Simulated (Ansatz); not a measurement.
# C₄H₆AlClO₂: a ladder of functionals and wavefunction methods

An exercise on one series of results from a longer session: the logs are not shown, and one member is left open.

Computed with Ansatz 0.2.0, Gaussian basis. Level: functionals in def2-TZVPP, the program's frozen cores in correlated methods.

Plan: LDA (SPW92), PBE-D4, revPBE-D4, BLYP-D4, r2SCAN-D4, B97M-V, PBE0-D4, B3LYP-D4, r2SCANh-D4, r2SCAN0-D4, HSE06-D4, BHLYP-D4, CAM-B3LYP-D4, LC-ωPBE, ωB97X-V, ωB97M-V, B2PLYP, PBE-QIDH; CCSD(T)/def2-SVP; CCSD(T)/def2-TZVPP; MP2/def2-QZVPP; extrapolation to the limit; RPA on PBE.

## Structure used throughout

All runs share one geometry, relaxed beforehand with PBE0-D4 in a triple-zeta def2 set.

14 atoms, charge 0, spin multiplicity 1.

Atoms are counted from 1 here; the program's logs count them from 0.

Bond lengths: C1–Al2 1.934 Å, C1–H9 1.094 Å, C1–H10 1.094 Å, C1–H11 1.094 Å, Al2–Cl3 2.122 Å, Al2–O4 1.835 Å, Al2–O8 1.835 Å, O4–C5 1.267 Å, C5–C6 1.389 Å, C5–H12 1.094 Å, C6–C7 1.389 Å, C6–H13 1.080 Å, C7–O8 1.267 Å, C7–H14 1.094 Å. Angles: Al2–C1–H9 111.2°, Al2–C1–H10 112.1°, Al2–C1–H11 111.2°, H9–C1–H10 107.6°, H9–C1–H11 107.0°, H10–C1–H11 107.6°, C1–Al2–Cl3 120.0°, C1–Al2–O4 113.0°, C1–Al2–O8 112.9°, Cl3–Al2–O4 106.4°, Cl3–Al2–O8 106.4°, O4–Al2–O8 95.1°, Al2–O4–C5 125.3°, O4–C5–C6 125.7°, O4–C5–H12 115.7°, C6–C5–H12 118.7°, C5–C6–C7 121.5°, C5–C6–H13 119.2° and more.

The first run:

Contents of in.yaml:

```yaml
crystal:
  periodic: [false, false, false]
  atoms:
    - {symbol: C, position_ang: [0.415171, -2.442574, -0.627961]}
    - {symbol: Al, position_ang: [0.656704, -0.792056, 0.351257]}
    - {symbol: Cl, position_ang: [2.088652, -0.683273, 1.913993]}
    - {symbol: O, position_ang: [0.972681, 0.648178, -0.740907]}
    - {symbol: C, position_ang: [0.365075, 1.758299, -0.681299]}
    - {symbol: C, position_ang: [-0.738712, 2.035796, 0.115121]}
    - {symbol: C, position_ang: [-1.321335, 1.059250, 0.912957]}
    - {symbol: O, position_ang: [-0.911166, -0.132723, 1.039729]}
    - {symbol: H, position_ang: [0.117305, -3.257537, 0.038032]}
    - {symbol: H, position_ang: [-0.351913, -2.352225, -1.402646]}
    - {symbol: H, position_ang: [1.343410, -2.751803, -1.117005]}
    - {symbol: H, position_ang: [0.752741, 2.546363, -1.333927]}
    - {symbol: H, position_ang: [-1.178147, 3.022309, 0.082851]}
    - {symbol: H, position_ang: [-2.223067, 1.312799, 1.478505]}
basis:
  gaussian: {orbitals: def2-TZVPP}
hamiltonian: {xc: lda}
output: {orbitals: {seedname: orbitals}}
```

Command:

```console
ansatz run in.yaml --threads 2 --pin off --events-out ev --progress --plain --max-ram 32768MiB --backend cuda --devices 0, --max-vram 18GiB
```

Among the steps run: LDA; PBE-D4 (GGA); revPBE-D4 (GGA); BLYP-D4 (GGA); r2SCAN-D4 (meta-GGA); B97M-V (meta-GGA); PBE0-D4 (hybrid); B3LYP-D4 (hybrid); r2SCANh-D4 (hybrid); r2SCAN0-D4 (hybrid); HSE06-D4 (hybrid); BHLYP-D4 (hybrid); CAM-B3LYP-D4 (range-separated); LC-ωPBE (range-separated); ωB97X-V (range-separated); ωB97M-V (range-separated); B2PLYP (double hybrid); PBE-QIDH (double hybrid).

One of the session's tables, all rows but one given; the rest of the session is left out.

It belongs to the step «Orbital energies across the functionals». 

```
  functional  HOMO (eV)  LUMO (eV)  gap (eV)
 LDA (SPW92)      -6.78      -3.78      3.00
      PBE-D4      -6.62      -3.51      3.11
   revPBE-D4      -6.56      -3.42      3.14
     BLYP-D4      -6.47      -3.39      3.08
   r2SCAN-D4      -6.88      -3.41      3.47
      B97M-V      -6.93      -3.31      3.62
     PBE0-D4      -7.83      -2.63      5.20
    B3LYP-D4      -7.61      -2.85      4.76
  r2SCANh-D4      -7.33      -3.07      4.26
  r2SCAN0-D4      -8.01      -2.57      5.44
    HSE06-D4      -7.43      -3.01      4.42
    BHLYP-D4          ?          ?         ?
CAM-B3LYP-D4      -9.13      -1.53      7.60
     LC-ωPBE     -10.42      -0.43      9.99
     ωB97X-V     -10.08      -0.44      9.64
     ωB97M-V      -9.97      -0.50      9.47
```

Estimate the missing values for BHLYP-D4.

Worked estimate for «HOMO (eV)». Against the share of exact exchange, BLYP-D4 (0, -6.47), B3LYP-D4 (0.2, -7.61) give a slope of -5.70 per unit share; at 0.5 the line stands at -9.32.

The run gave: HOMO (eV): -8.89; LUMO (eV): -1.59; gap (eV): 7.30. In «HOMO (eV)» the line misses by -0.43.
